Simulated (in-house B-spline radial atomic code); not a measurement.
# Rh⁶⁺: excited configurations

How much energy does it take to promote electrons of Rh⁶⁺ to other shells? Each configuration is solved by itself and compared with the reference.

Method: scalar-relativistic (spin-free one-electron X2C) PBE0, spin-polarised, spherical density, exact exchange averaged over the configuration, Fermi nucleus, basis-set limit. Code: in-house B-spline radial atomic code version 1.

### Step 1. What is computed

```
element       : rhodium (Z = 45)
charge        : +6
electrons     : 39
configuration : [Kr] 4d3
Hamiltonian   : scalar-relativistic (X2C)
nucleus       : Fermi, rms radius 4.495 fm
```

Outer shells as boxes (Hund's rule):

[Kr] 4d3
```
[Kr] core
4d [↑ ][↑ ][↑ ][  ][  ]
```

Where spins are not typed, each open shell is filled with up spins first.

### Step 2. Reference run

The run's settings:

```ini
Z = 45
electrons = 39.0
configuration = [Kr] 4d3
hamiltonian = x2c
method = pbe0
spin_polarised = True
nucleus = fermi
rms_radius = 4.4945
mass_number = 103
atomic_mass = 102.905494081
speed_of_light = 137.035999084
exact_exchange = averaged over the configuration
```

Started as:

```sh
$ python run_scf.py task.json out
```

The settings of every run stand in task.json; they run in order.

### Step 3. Run with [Ar] 3d10 4s2 4p5 4d3 5p1

The settings differ from step 2 so:

```diff
@@ -2,3 +2,3 @@
 electrons = 39.0
-configuration = [Kr] 4d3
+configuration = [Ar] 3d10 4s2 4p5 4d3 5p1
 hamiltonian = x2c
```

### Step 4. Run with [Kr] 4d2 5s1

The settings differ from step 3 so:

```diff
@@ -2,3 +2,3 @@
 electrons = 39.0
-configuration = [Ar] 3d10 4s2 4p5 4d3 5p1
+configuration = [Kr] 4d2 5s1
 hamiltonian = x2c
```

### Step 5. [Ar] 3d9 4s2 4p6 4d3 5s1

The settings differ from step 4 so:

```diff
@@ -2,3 +2,3 @@
 electrons = 39.0
-configuration = [Kr] 4d2 5s1
+configuration = [Ar] 3d9 4s2 4p6 4d3 5s1
 hamiltonian = x2c
```

### Step 6. Configuration [Ar] 3d10 4s2 4p5 4d3 5d1

The settings differ from step 5 so:

```diff
@@ -2,3 +2,3 @@
 electrons = 39.0
-configuration = [Ar] 3d9 4s2 4p6 4d3 5s1
+configuration = [Ar] 3d10 4s2 4p5 4d3 5d1
 hamiltonian = x2c
```

### Step 7. Configuration [Ar] 3d9 4s2 4p6 4d3 4f1

The settings differ from step 6 so:

```diff
@@ -2,3 +2,3 @@
 electrons = 39.0
-configuration = [Ar] 3d10 4s2 4p5 4d3 5d1
+configuration = [Ar] 3d9 4s2 4p6 4d3 4f1
 hamiltonian = x2c
```

### Step 8. [Ar] 3d10 4s2 4p5 4d3 5s1

The settings differ from step 7 so:

```diff
@@ -2,3 +2,3 @@
 electrons = 39.0
-configuration = [Ar] 3d9 4s2 4p6 4d3 4f1
+configuration = [Ar] 3d10 4s2 4p5 4d3 5s1
 hamiltonian = x2c
```

Q: How far above the reference does each configuration lie (order and size, in eV)?

**Answer**, as computed:

| net move | configuration | 2|M_S|+1 | energy above the reference (eV) | largest <r> (bohr) |
| --- | --- | --- | --- | --- |
| 4d → 5s | [Kr] 4d2 5s1 | 4 | 25.185 | 2.03 |
| 4p → 5s | [Ar] 3d10 4s2 4p5 4d3 5s1 | 6 | 72.259 | 2.02 |
| 4p → 5p | [Ar] 3d10 4s2 4p5 4d3 5p1 | 6 | 82.791 | 2.22 |
| 4p → 5d | [Ar] 3d10 4s2 4p5 4d3 5d1 | 6 | 98.231 | 2.69 |
| 3d → 5s | [Ar] 3d9 4s2 4p6 4d3 5s1 | 6 | 342.76 | 2.00 |
| 3d → 4f | [Ar] 3d9 4s2 4p6 4d3 4f1 | 6 | 363.62 | 1.67 |

**Reading.** At the bottom stands 4d → 5s (25.185 eV), at the top 3d → 4f (363.62 eV). 2 of them lie more than 60 % above minus the reference's highest level (91.796 eV), in the range where a state can decay by emitting an electron. Two partly filled shells share a symmetry and can mix in the average, which may lower the energy, for: 4p → 5d. The reference has 2|M_S|+1 = 4; 5 of the configurations differ from it in spin. These are spherical averages at the typed spins, not spectroscopic levels.
